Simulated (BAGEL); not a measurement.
# HF/6-31G(d) (density fitting with qzvpp-jkfit, spherical functions) run of SiNH4ClO (SMILES N[SiH](O)Cl)

What is the vertical singlet–triplet gap of SiNH4ClO at HF/6-31G* (density fitting with qzvpp-jkfit, spherical functions)? 

The calculation is run with BAGEL 1.2.2.

2 further runs of the same task are left out: 2 set aside as unsound or not needed.

### Step 1. The molecule

SiNH4ClO has 8 atoms, charge 0, and is taken as a singlet. SMILES: `N[SiH](O)Cl`. Geometry: relaxed at PBE0-D4/def2-TZVP. This is one conformer, not always the lowest.

Bond lengths: N1–Si2 1.700 Å, Si2–O3 1.631 Å, Si2–Cl4 2.058 Å, N1–H5 1.006 Å, N1–H6 1.007 Å, Si2–H7 1.474 Å, O3–H8 0.960 Å. Angles: N1–Si2–O3 111.2°, N1–Si2–Cl4 104.5°, O3–Si2–Cl4 112.6°, N1–Si2–H7 117.4°, O3–Si2–H7 103.8°, Cl4–Si2–H7 107.5°, Si2–N1–H5 120.7°, Si2–N1–H6 121.4°, Si2–O3–H8 116.7°, H5–N1–H6 112.4°.

### Step 2. The energy at HF/6-31G(d) (density fitting with qzvpp-jkfit, spherical functions)

input.json reads:

```json
{ "bagel": [

{
  "title": "molecule",
  "basis": "6-31gs.json",
  "df_basis": "qzvpp-jkfit",
  "angstrom": true,
  "geometry": [
    { "atom": "N", "xyz": [      -0.749800,       0.885600,      -0.289000 ] },
    { "atom": "Si", "xyz": [       0.524400,      -0.226200,      -0.115300 ] },
    { "atom": "O", "xyz": [       0.551300,      -0.861300,       1.386900 ] },
    { "atom": "Cl", "xyz": [       0.173100,      -1.641600,      -1.566900 ] },
    { "atom": "H", "xyz": [      -1.217200,       0.998000,      -1.172700 ] },
    { "atom": "H", "xyz": [      -0.806900,       1.712400,       0.283000 ] },
    { "atom": "H", "xyz": [       1.896700,       0.277200,      -0.308600 ] },
    { "atom": "H", "xyz": [      -0.279500,      -1.201200,       1.726700 ] }
  ]
},

{
  "title": "hf",
  "charge": 0
},

{
  "title": "print",
  "file": "orbitals.molden",
  "orbitals": true
}

]}
```

The basis set 6-31G* is read from a file made from the Basis Set Exchange's data (not shown).

Run with:

```sh
$ BAGEL_NUM_THREADS=1 BAGEL input.json > input.out
```

What it wrote:

```text
* using 1 threads per process

  ===============================================================
  ===============================================================

  *** Geometry ***

  { "atom" : "N", "xyz" : [     -1.416917,      1.673541,     -0.546131 ] },
  { "atom" : "Si", "xyz" : [      0.990972,     -0.427456,     -0.217885 ] },
  { "atom" : "O", "xyz" : [      1.041806,     -1.627621,      2.620861 ] },
  { "atom" : "Cl", "xyz" : [      0.327112,     -3.102174,     -2.961012 ] },
  { "atom" : "H", "xyz" : [     -2.300175,      1.885947,     -2.216082 ] },
  { "atom" : "H", "xyz" : [     -1.524820,      3.235967,      0.534792 ] },
  { "atom" : "H", "xyz" : [      3.584244,      0.523832,     -0.583169 ] },
  { "atom" : "H", "xyz" : [     -0.528178,     -2.269939,      3.262990 ] },

  Number of auxiliary basis functions:      482

  Since a DF basis is specified, we compute 2- and 3-index integrals:
    o Being stored without compression. Storage requirement is 0.020 GB

  Number of basis functions:       72
  Number of electrons      :       50

    * METHOD: MOLECULE                             0.24

  *** RHF ***

  === Nuclear Repulsion ===
   228.7590917734

      * DIIS with orbital gradients will be used.

  === RHF iteration (6-31gs.json) ===
      0       -879.91071462          0.02464751           0.06
      1       -880.08437980          0.01424117           0.06
      2       -880.16078173          0.00147951           0.06
      3       -880.16186124          0.00048398           0.06
      4       -880.16197806          0.00009976           0.06
      5       -880.16198347          0.00002517           0.06
      6       -880.16198402          0.00000910           0.06
      7       -880.16198410          0.00000196           0.06
      8       -880.16198411          0.00000077           0.06
      9       -880.16198411          0.00000026           0.06
     10       -880.16198411          0.00000009           0.06
     11       -880.16198411          0.00000003           0.06
     12       -880.16198411          0.00000001           0.06
    * SCF iteration converged.

    * Permanent dipole moment:
           (    0.695524,    -0.927758,    -0.303967) a.u.

    * METHOD: HF                                   0.98

    * METHOD: PRINT                                0.01

  ===============================================================
```

Wall time 1.4 s (1 thread of Arm Neoverse V1, shared host); peak memory 0.1 GiB.

### Step 3. The triplet

calc.json reads:

```json
{ "bagel": [

{
  "title": "molecule",
  "basis": "6-31gs.json",
  "df_basis": "qzvpp-jkfit",
  "angstrom": true,
  "geometry": [
    { "atom": "N", "xyz": [      -0.749800,       0.885600,      -0.289000 ] },
    { "atom": "Si", "xyz": [       0.524400,      -0.226200,      -0.115300 ] },
    { "atom": "O", "xyz": [       0.551300,      -0.861300,       1.386900 ] },
    { "atom": "Cl", "xyz": [       0.173100,      -1.641600,      -1.566900 ] },
    { "atom": "H", "xyz": [      -1.217200,       0.998000,      -1.172700 ] },
    { "atom": "H", "xyz": [      -0.806900,       1.712400,       0.283000 ] },
    { "atom": "H", "xyz": [       1.896700,       0.277200,      -0.308600 ] },
    { "atom": "H", "xyz": [      -0.279500,      -1.201200,       1.726700 ] }
  ]
},

{ "title": "uhf", "nopen": 2 },

{ "title": "print", "file": "orbitals.molden", "orbitals": true }

]}
```

The basis set 6-31G* is read from a file made from the Basis Set Exchange's data (not shown).

Run with:

```sh
$ BAGEL_NUM_THREADS=1 BAGEL calc.json > calc.out
```

What it wrote:

```text
* using 1 threads per process

  ===============================================================
  ===============================================================

  *** Geometry ***

  { "atom" : "N", "xyz" : [     -1.416917,      1.673541,     -0.546131 ] },
  { "atom" : "Si", "xyz" : [      0.990972,     -0.427456,     -0.217885 ] },
  { "atom" : "O", "xyz" : [      1.041806,     -1.627621,      2.620861 ] },
  { "atom" : "Cl", "xyz" : [      0.327112,     -3.102174,     -2.961012 ] },
  { "atom" : "H", "xyz" : [     -2.300175,      1.885947,     -2.216082 ] },
  { "atom" : "H", "xyz" : [     -1.524820,      3.235967,      0.534792 ] },
  { "atom" : "H", "xyz" : [      3.584244,      0.523832,     -0.583169 ] },
  { "atom" : "H", "xyz" : [     -0.528178,     -2.269939,      3.262990 ] },

  Number of auxiliary basis functions:      482

  Since a DF basis is specified, we compute 2- and 3-index integrals:
    o Being stored without compression. Storage requirement is 0.020 GB

  Number of basis functions:       72
  Number of electrons      :       50

    * METHOD: MOLECULE                             0.24

  *** Open-shell HF ***

  === Nuclear Repulsion ===
   228.7590917734

      * DIIS with orbital gradients will be used.

  === UHF iteration (6-31gs.json) ===
      0       -879.49700943          0.04830168           0.12
      1       -879.68694286          0.03666246           0.12
      2       -879.79458306          0.02271745           0.12
      3       -879.86666751          0.00430440           0.12
      4       -879.88886771          0.00268141           0.12
      5       -879.89943155          0.00140114           0.13
      6       -879.90238949          0.00079283           0.12
      7       -879.90375155          0.00044213           0.12
      8       -879.90411442          0.00029845           0.12
      9       -879.90432214          0.00015626           0.12
     10       -879.90439035          0.00007979           0.12
     11       -879.90441082          0.00005290           0.12
     12       -879.90442460          0.00003274           0.12
     13       -879.90443007          0.00002182           0.12
     14       -879.90443342          0.00001232           0.12
     15       -879.90443406          0.00000928           0.13
     16       -879.90443444          0.00000644           0.13
     17       -879.90443459          0.00000440           0.12
     18       -879.90443466          0.00000273           0.12
     19       -879.90443468          0.00000194           0.12
     20       -879.90443470          0.00000121           0.12
     21       -879.90443470          0.00000056           0.12
     22       -879.90443470          0.00000030           0.12
     23       -879.90443471          0.00000017           0.12
     24       -879.90443471          0.00000008           0.13
     25       -879.90443471          0.00000004           0.12
     26       -879.90443471          0.00000003           0.13
     27       -879.90443471          0.00000001           0.13
     28       -879.90443471          0.00000001           0.13
    * SCF iteration converged.

    * S^2 (UHF) is 2.0075

    * Permanent dipole moment:
           (    0.690452,    -0.177563,    -0.117288) a.u.

    * METHOD: UHF                                  3.77

    * METHOD: PRINT                                0.01

  ===============================================================
```

Wall time 4.2 s (1 thread of Arm Neoverse V1, shared host); peak memory 0.1 GiB.

### Step 4. Summary of results

At HF/6-31G* (density fitting with qzvpp-jkfit, spherical functions):

| quantity | value |
| --- | --- |
| singlet: total energy | -880.16198 Eh |
| singlet: dipole moment | 3.05 D |
| singlet: HOMO energy | -11.55 eV |
| singlet: LUMO energy | 4.81 eV |
| singlet: HOMO–LUMO gap | 16.36 eV |
| triplet: total energy | -879.90443 Eh |
| triplet: dipole moment | 1.84 D |
| triplet: ⟨S²⟩ | 2.007 |
| vertical energy of the triplet above the singlet | 7.008 eV |

At this shape the triplet lies 7.01 eV (162 kcal/mol) above the singlet.
